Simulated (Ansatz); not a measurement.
# Al: the cost of one run

Computed with Ansatz 0.2.0 (DFT PBEsol, scalar-relativistic, plane waves, PAW, unless a step's input says otherwise).

## 1. The system as given

It takes space group Fm-3m (No. 225, cubic). The conventional cell has a = 4.040 Å, b = 4.040 Å, c = 4.040 Å, α = 90.00°, β = 90.00°, γ = 90.00°. Around Al (site symmetry m-3m) lie 12 Al at 2.86 Å.

Structure file:

```cif
data_structure
_symmetry_space_group_name_H-M 'P 1'
_symmetry_Int_Tables_number 1
_cell_length_a 2.8567
_cell_length_b 2.8567
_cell_length_c 2.8567
_cell_angle_alpha 60.000
_cell_angle_beta 60.000
_cell_angle_gamma 60.000
_cell_volume 16.48
loop_
_atom_site_label
_atom_site_type_symbol
_atom_site_fract_x
_atom_site_fract_y
_atom_site_fract_z
_atom_site_occupancy
Al1 Al 0.00000 0.00000 0.00000 1
```

## 2. Relaxing cell and atoms: Al, no spin

The input, input.yaml:

```yaml
crystal:
  lattice:
    - [0.0, 2.02, 2.02]
    - [2.02, 0.0, 2.02]
    - [2.02, 2.02, 0.0]
  atoms:
    - { symbol: Al, position: [0.0, 0.0, 0.0] }
scf:
  occupations: { method: methfessel_paxton, width: 0.1 }
output:
  forces: true
  stress: true
  eigenvalues: true
hamiltonian:
  xc: pbesol
kpoints:
  mp_grid: { grid: [20, 20, 20] }
relax:
  f_tol: 0.005
  adjacent_minimum: "off"
  cell: { stress_tol: 0.02 }
```

The run is started by

```console
ansatz run input.yaml --threads 8 --pin off --max-ram 16384MiB --backend cpu --events-out ev --progress --plain --runs-dir out
```

Q: Estimate wall time and peak memory on 8 threads of AMD EPYC 7R43 (Zen 3), shared host.

About 1.6 s, with a peak of 0.36 GiB.
